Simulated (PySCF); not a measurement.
**[Er(CH3)2]+: other functionals and bases at one geometry**

How far do other levels of theory move the description of [Er(CH3)2]+, and what does each cost? The species was built from a template and needn't be a known compound.

The runs use PySCF 2.14.0; several levels, as the steps say, no spin–orbit coupling.

1 further run of the same task is left out (for a known fault of the program).

**1. The starting structure**

9 atoms, charge 1, spin multiplicity 1.

Bond lengths: Er1–C2 2.240 Å, Er1–C6 2.240 Å, C2–H3 1.106 Å, C2–H4 1.107 Å, C2–H5 1.107 Å, C6–H7 1.106 Å, C6–H8 1.107 Å, C6–H9 1.107 Å. Angles: C2–Er1–C6 99.8°, Er1–C2–H3 114.4°, Er1–C2–H4 111.0°, Er1–C2–H5 109.8°, H3–C2–H4 107.3°, H3–C2–H5 107.8°, H4–C2–H5 106.1°, Er1–C6–H7 114.4°, Er1–C6–H8 111.0°, Er1–C6–H9 109.8°, H7–C6–H8 107.3°, H7–C6–H9 107.8°, H8–C6–H9 106.1°.

Coordinates:

```xyz
9
C2H6Er
Er    0.0000    0.0000   -0.2268
C     1.7132    0.0175    1.2157
H     2.6958   -0.2092    0.7610
H     1.8006    1.0015    1.7162
H     1.5345   -0.7212    2.0204
C    -1.7132   -0.0175    1.2157
H    -2.6958    0.2092    0.7610
H    -1.8006   -1.0015    1.7162
H    -1.5345    0.7212    2.0204
```

Formal oxidation states: Er +3. Each metal's 11 4f electrons lie in its core potential, so multiplicities, spins and levels count the valence alone. An earlier session relaxed this geometry at PBE0, Er lcecp-1-SVP with ECP57, C def2-SVP, H def2-SVP (singlet, point group C2).

At PBE0 on the finer grid: E = -117.622653 Eh, HOMO -11.77 eV, LUMO -7.19 eV, Mulliken charge on Er1 +1.23 e, largest force component 0.007 eV/Å. 

Levels to run: TPSSh; B3LYP; PBE0, TZVP. Hardware: 2 threads of Arm Neoverse V1, shared host.

**2. TPSSh**

The input, run.py (the lines that set the calculation):

```python
mol = gto.M(atom='''
Er     0.00000     0.00000    -0.22680
C      1.71324     0.01748     1.21573
H      2.69584    -0.20917     0.76104
H      1.80058     1.00155     1.71619
H      1.53451    -0.72118     2.02039
C     -1.71324    -0.01748     1.21573
H     -2.69584     0.20917     0.76104
H     -1.80058    -1.00155     1.71619
H     -1.53451     0.72118     2.02039''',
    basis={'Er': 'lcecp-1-SVP', 'C': 'def2-SVP', 'H': 'def2-SVP'},
    ecp={'Er': 'lcecp-1-SVP'},
    charge=1, spin=0)
mf = dft.RKS(mol, xc='TPSSH')
mf.grids.atom_grid = (75, 302)  # f atoms: unpruned, at least (60, 302)
mf = mf.density_fit()  # fitting sets: Er AutoAux, C def2-universal-JKFIT, H def2-universal-JKFIT
mf.conv_tol = 1e-08; mf.max_cycle = 55
mf.kernel(dm0)  # dm0: the density of the relaxed state
```

Command:

```sh
$ OMP_NUM_THREADS=2 python run.py
```

**3. B3LYP**

Edit run.py (the lines that set the calculation) of step 2 so:

```diff
@@ -13,3 +13,3 @@
     charge=1, spin=0)
-mf = dft.RKS(mol, xc='TPSSH')
+mf = dft.RKS(mol, xc='B3LYP')
 mf.grids.atom_grid = (75, 302)  # f atoms: unpruned, at least (60, 302)
```

**4. PBE0, TZVP**

Basis: Er lcecp-1-TZVP with ECP57, C def2-TZVP, H def2-TZVP. 

Edit run.py (the lines that set the calculation) of step 3 so:

```diff
@@ -10,6 +10,6 @@
 H     -1.53451     0.72118     2.02039''',
-    basis={'Er': 'lcecp-1-SVP', 'C': 'def2-SVP', 'H': 'def2-SVP'},
-    ecp={'Er': 'lcecp-1-SVP'},
+    basis={'Er': 'lcecp-1-TZVP', 'C': 'def2-TZVP', 'H': 'def2-TZVP'},
+    ecp={'Er': 'lcecp-1-TZVP'},
     charge=1, spin=0)
-mf = dft.RKS(mol, xc='B3LYP')
+mf = dft.RKS(mol, xc='PBE0')
 mf.grids.atom_grid = (75, 302)  # f atoms: unpruned, at least (60, 302)
@@ -17,2 +17,2 @@
 mf.conv_tol = 1e-08; mf.max_cycle = 55
-mf.kernel(dm0)  # dm0: the density of the relaxed state
+mf.kernel(dm0)  # dm0: free metal ions and neutral atoms
```

Q: Predict the outcome of this session. Wanted: for each run, HOMO; gap; charge on Er1; dipole; largest force.

The runs gave:

| level | state | HOMO (eV) | gap (eV) | charge on Er1 (e) | dipole (D) | largest force (eV/Å) | basis functions | time |
| --- | --- | --- | --- | --- | --- | --- | --- | --- |
| PBE0 (relaxed here) | singlet | -11.77 | 4.58 | 1.23 | 3.48 | 0.01 | 91 | 13 s |
| TPSSh | singlet | -11.08 | 3.62 | 1.24 | 3.45 | 0.29 | 91 | 7.4 s |
| B3LYP | singlet | -11.55 | 3.97 | 1.17 | 3.30 | 0.33 | 91 | 4.7 s |
| PBE0, TZVP | singlet | -11.72 | 4.55 | 1.52 | 3.60 | 0.26 | 145 | 11 s |

Times are on 2 threads of Arm Neoverse V1, shared host; the first row also made further properties. The dipole of a charged species depends on the origin, so these sizes hold for this origin alone.

In one basis the HOMO–LUMO gap runs from 3.62 eV (TPSSh) to 4.58 eV (PBE0). The largest leftover force, 0.33 eV/Å with B3LYP, stands at a geometry relaxed at another level. The Mulliken charge on Er spans +1.17 to +1.52 e over the levels. With 4f in the core, its levels are missing from HOMO and gap. Total energies of different levels can't be compared. Spin–orbit coupling is left out throughout.
